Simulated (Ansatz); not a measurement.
# HfCl₂ (triplet): wave-function methods side by side, def2-SVP

The task here is to estimate one member of a computed series from the others.

Program: Ansatz 0.2.0, Gaussian basis. Level of theory: def2-SVP, core rule «outside noble gas», up to 14 orbitals frozen. These are calculated values, not measurements.

Plan: UHF; CCSD(T) on ROHF; CCSD(T) on UHF; CISD; CCSDT(Q) on ROHF; CCSDT(Q) on UHF.

16 further runs of the same task are left out: 10 for a known fault of the program, 6 set aside as unsound or not needed.

## The system

The geometry is a PBE0/def2-TZVP stationary point (not a proven minimum). No spin-orbit coupling is included. Elements past krypton take def2 core potentials.

3 atoms, charge 0, spin multiplicity 3.

Atoms are counted from 1 here; the program's logs count them from 0.

Bond lengths: Hf1–Cl2 2.357 Å, Hf1–Cl3 2.357 Å. Angles: Cl2–Hf1–Cl3 180.0°.

The first run:

File in.yaml:

```yaml
crystal:
  periodic: [false, false, false]
  atoms:
    - {symbol: Hf, position_ang: [0.000000, 0.000000, 0.000000]}
    - {symbol: Cl, position_ang: [0.000000, 0.000000, -2.357400]}
    - {symbol: Cl, position_ang: [0.000000, 0.000000, 2.357400]}
basis:
  gaussian: {orbitals: def2-SVP}
magnetization: {spin_polarized: true, initial_magnetization: 2}
hamiltonian: {xc: hf}
output: {orbitals: {seedname: orbitals}}
```

Launch:

```sh
> ansatz run in.yaml --threads 1 --pin off --events-out ev --progress --plain --max-ram 3968MiB --backend cpu
```

Among the steps run: UHF; CCSD(T) on ROHF; CCSD(T) on UHF; CISD; CCSDT(Q) on ROHF; CCSDT(Q) on UHF.

One of the session's tables, all rows but one given; the rest of the session is left out.

| method | from RCCSDT(Q) (kJ/mol) |
| --- | --- |
| ROHF | +910.8 |
| UHF | +902.4 |
| RMP2 | +94.1 |
| UMP2 | +87.3 |
| RCCSD | +24.9 |
| UCCSD | +18.8 |
| RCCSD(T) | +3.4 |
| UCCSD(T) | -2.6 |
| RCCSDT | ? |
| UCCSDT | -4.6 |
| RCCSDT(Q) | 0 |
| UCCSDT(Q) | -6.3 |

Estimate the missing values for RCCSDT.

As computed: from RCCSDT(Q) (kJ/mol): +1.4. In the column «from RCCSDT(Q) (kJ/mol)» it lies between RCCSDT(Q) (0) and RCCSD(T) (+3.4).

Not comparable, so not listed: CISD (they don't share determinant, frozen orbitals or solution with the rows shown, or repeat one).

Caveats from the session: Restricted and unrestricted rows rest on different reference determinants; where their highest levels disagree by more than a few hundredths of an eV, they describe different states and don't form one ladder.
